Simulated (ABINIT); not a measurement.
The system is Si2Cl.

```
CELL_PARAMETERS angstrom
1.94039 1.12029 5.50037
-1.94039 1.12029 5.50037
0.00000 -2.24057 5.50037
ATOMIC_POSITIONS crystal
Si 0.14578 0.14578 0.14578
Si 0.85422 0.85422 0.85422
Cl 0.00000 0.00000 0.00000
```

The cell was built by a generator and needn't be a form met in nature.

- Program: ABINIT 10.8.3 (patched build)
- Task: relaxation of cell and atoms
- Functional: BLYP
- Potentials or basis: PseudoDojo NC SR PBE v0.5 stringent
- Cutoff: 789 eV
- k mesh: 6 × 6 × 6
- Occupations: fermi-dirac, width 0.05 eV
- Spin: no spin polarisation

At the start: pressure 3.0 GPa; volume 23.91 Å³/atom.

How do energy, volume and symmetry change on relaxing?

Over 12 steps the energy falls by 13.0 meV/atom and the volume is 25.29 Å³/atom (+5.8 %); space group R-3m (No. 166, to 0.05 Å).

Step by step:
```csv
step,energy change (eV),largest force (eV/Å),pressure (GPa),volume (Å³)
1,0.0000,0.1525,3.01,71.74
2,-0.0124,0.1215,2.45,72.40
3,-0.0382,0.0092,0.26,75.39
4,-0.0385,0.0047,0.08,75.69
5,-0.0388,0.0069,-0.03,75.87
6,-0.0390,0.0143,-0.08,75.99
7,-0.0391,0.0189,-0.05,75.95
8,-0.0391,0.0181,-0.02,75.90
9,-0.0391,0.0142,0.01,75.86
10,-0.0391,0.0066,0.02,75.85
11,-0.0391,0.0011,0.01,75.86
12,-0.0391,0.0002,0.00,75.87
```

Final structure:
```cif
data_structure
_symmetry_space_group_name_H-M 'P 1'
_symmetry_Int_Tables_number 1
_cell_length_a 6.0578
_cell_length_b 6.0578
_cell_length_c 6.0578
_cell_angle_alpha 38.067
_cell_angle_beta 38.067
_cell_angle_gamma 38.067
_cell_volume 75.87
loop_
_atom_site_label
_atom_site_type_symbol
_atom_site_fract_x
_atom_site_fract_y
_atom_site_fract_z
_atom_site_occupancy
Si1 Si 0.14649 0.14649 0.14649 1
Si2 Si 0.85351 0.85351 0.85351 1
Cl1 Cl 0.00000 0.00000 0.00000 1
```

Caveat: the potentials were made for another functional, which shifts forces and pressure; an odd number of electrons without spin polarisation forces a metal; a magnetic or distorted state may lie lower.
